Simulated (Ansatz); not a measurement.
# AlSn: single point with PBE

Crystal: AlSn.

```
CELL_PARAMETERS angstrom
4.19811 0.00000 0.00000
-2.09905 3.63567 0.00000
0.00000 0.00000 3.30685
ATOMIC_POSITIONS crystal
Sn 0.33333 0.66667 0.50000
Al 0.00000 0.00000 0.00000
```

The cell comes from a database or a generator and needn't be the stable form of this composition.

```yaml
Program: Ansatz 0.2.0
Task: single point
Functional: PBE
Potentials_or_basis: Ansatz PAW
Cutoff: "420 eV (not typed: the program's choice for these potentials)"
k_mesh: 7 × 7 × 8
Occupations: gaussian, width 0.025 eV
Spin: no spin polarisation
```

```yaml
Pressure: 0.3 GPa
Band_gap_on_the_k_mesh: none (metal or under the smearing width)
```

Stress tensor (GPa, compression positive):
```
0.01 0.00 0.00
0.00 0.01 0.00
0.00 0.00 0.82
```

Levels at points of the mesh, in eV from the Fermi level:
| k point | band 5 | band 6 | band 7 | band 8 | band 9 | band 10 | band 11 | band 12 |
| --- | --- | --- | --- | --- | --- | --- | --- | --- |
| (0.00, 0.00, 0.00) | -21.23 | -10.44 | -0.22 | -0.22 | 0.70 | 2.61 | 3.12 | 3.12 |
| (0.00, 0.00, -0.50) | -21.18 | -7.42 | -6.21 | 2.72 | 2.72 | 3.58 | 3.58 | 3.78 |

Run time: 1.2 s on 2 threads of Arm Neoverse V2, on a shared host, peak memory 0.31 GiB.
